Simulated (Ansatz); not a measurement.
**CH₅FGeSe: one species, many methods**

One table from this session's results is given with a row withheld; the runs are named, their logs left out.

Method: functionals in def2-TZVPP, the program's frozen cores in correlated methods; program: Ansatz 0.2.0, Gaussian basis.

Levels to be run: LDA (SPW92), PBE-D4, revPBE-D4, BLYP-D4, r2SCAN-D4, B97M-V, PBE0-D4, B3LYP-D4, r2SCANh-D4, r2SCAN0-D4, HSE06-D4, BHLYP-D4, CAM-B3LYP-D4, LC-ωPBE, ωB97X-V, ωB97M-V, B2PLYP, PBE-QIDH; CCSD(T)/def2-SVP; CCSD(T)/def2-TZVPP; MP2/def2-QZVPP; extrapolation to the limit; RPA on PBE.

## The relaxed structure

An earlier PBE0-D4 in a triple-zeta def2 set relaxation fixed the geometry.

9 atoms, charge 0, spin multiplicity 1.

Atoms are counted from 1 here; the program's logs count them from 0.

Bond lengths: C1–Se2 1.958 Å, C1–H5 1.089 Å, C1–H6 1.088 Å, C1–H7 1.087 Å, Se2–Ge3 2.320 Å, Ge3–F4 1.746 Å, Ge3–H8 1.532 Å, Ge3–H9 1.536 Å. Angles: Se2–C1–H5 106.1°, Se2–C1–H6 110.4°, Se2–C1–H7 110.1°, H5–C1–H6 109.5°, H5–C1–H7 109.7°, H6–C1–H7 110.9°, C1–Se2–Ge3 96.8°, Se2–Ge3–F4 109.5°, Se2–Ge3–H8 109.6°, Se2–Ge3–H9 111.6°, F4–Ge3–H8 106.6°, F4–Ge3–H9 104.1°, H8–Ge3–H9 115.1°.

Set-up of the first run:

in.yaml reads:

```yaml
crystal:
  periodic: [false, false, false]
  atoms:
    - {symbol: C, position_ang: [-0.096687, 1.316093, -0.949559]}
    - {symbol: Se, position_ang: [1.393673, 0.127156, -0.502250]}
    - {symbol: Ge, position_ang: [0.222536, -1.245171, 0.956206]}
    - {symbol: F, position_ang: [-0.902318, -2.230649, 0.054707]}
    - {symbol: H, position_ang: [0.317140, 2.089652, -1.594039]}
    - {symbol: H, position_ang: [-0.501459, 1.771571, -0.048088]}
    - {symbol: H, position_ang: [-0.866071, 0.765443, -1.485217]}
    - {symbol: H, position_ang: [1.192394, -2.209549, 1.647118]}
    - {symbol: H, position_ang: [-0.670606, -0.430847, 1.904022]}
basis:
  gaussian: {orbitals: def2-TZVPP}
hamiltonian: {xc: lda}
output: {orbitals: {seedname: orbitals}}
```

Launch:

```sh
$ ansatz run in.yaml --threads 4 --pin off --events-out ev --progress --plain --max-ram 10444MiB
```

Steps of the session up to this table: LDA; PBE-D4 (GGA); revPBE-D4 (GGA); BLYP-D4 (GGA); r2SCAN-D4 (meta-GGA); B97M-V (meta-GGA); PBE0-D4 (hybrid); B3LYP-D4 (hybrid); r2SCANh-D4 (hybrid); r2SCAN0-D4 (hybrid); HSE06-D4 (hybrid); BHLYP-D4 (hybrid); CAM-B3LYP-D4 (range-separated); LC-ωPBE (range-separated); ωB97X-V (range-separated); ωB97M-V (range-separated); B2PLYP (double hybrid); PBE-QIDH (double hybrid).

One table of the session follows, with a row left open; its other results are not shown here.

It belongs to the step «Frontier levels by functional». 

| functional | HOMO (eV) | gap (eV) |
| --- | --- | --- |
| LDA (SPW92) | -5.95 | 4.47 |
| PBE-D4 | -5.82 | 4.57 |
| revPBE-D4 | -5.76 | 4.61 |
| BLYP-D4 | -5.66 | 4.47 |
| r2SCAN-D4 | -6.08 | 5.10 |
| B97M-V | -6.17 | 5.14 |
| PBE0-D4 | -6.96 | 6.61 |
| B3LYP-D4 | -6.73 | 6.10 |
| r2SCANh-D4 | -6.50 | 5.84 |
| r2SCAN0-D4 | -7.14 | 6.95 |
| HSE06-D4 | -6.57 | 5.84 |
| BHLYP-D4 | -7.97 | 8.50 |
| CAM-B3LYP-D4 | -8.25 | 8.88 |
| LC-ωPBE | -9.60 | 11.45 |
| ωB97X-V | -9.26 | 10.97 |
| ωB97M-V | ? | ? |

Estimate the missing values for ωB97M-V.

**Answer.** HOMO (eV): -9.13; gap (eV): 10.62. In the column «HOMO (eV)» it lies between ωB97X-V (-9.26) and CAM-B3LYP-D4 (-8.25).
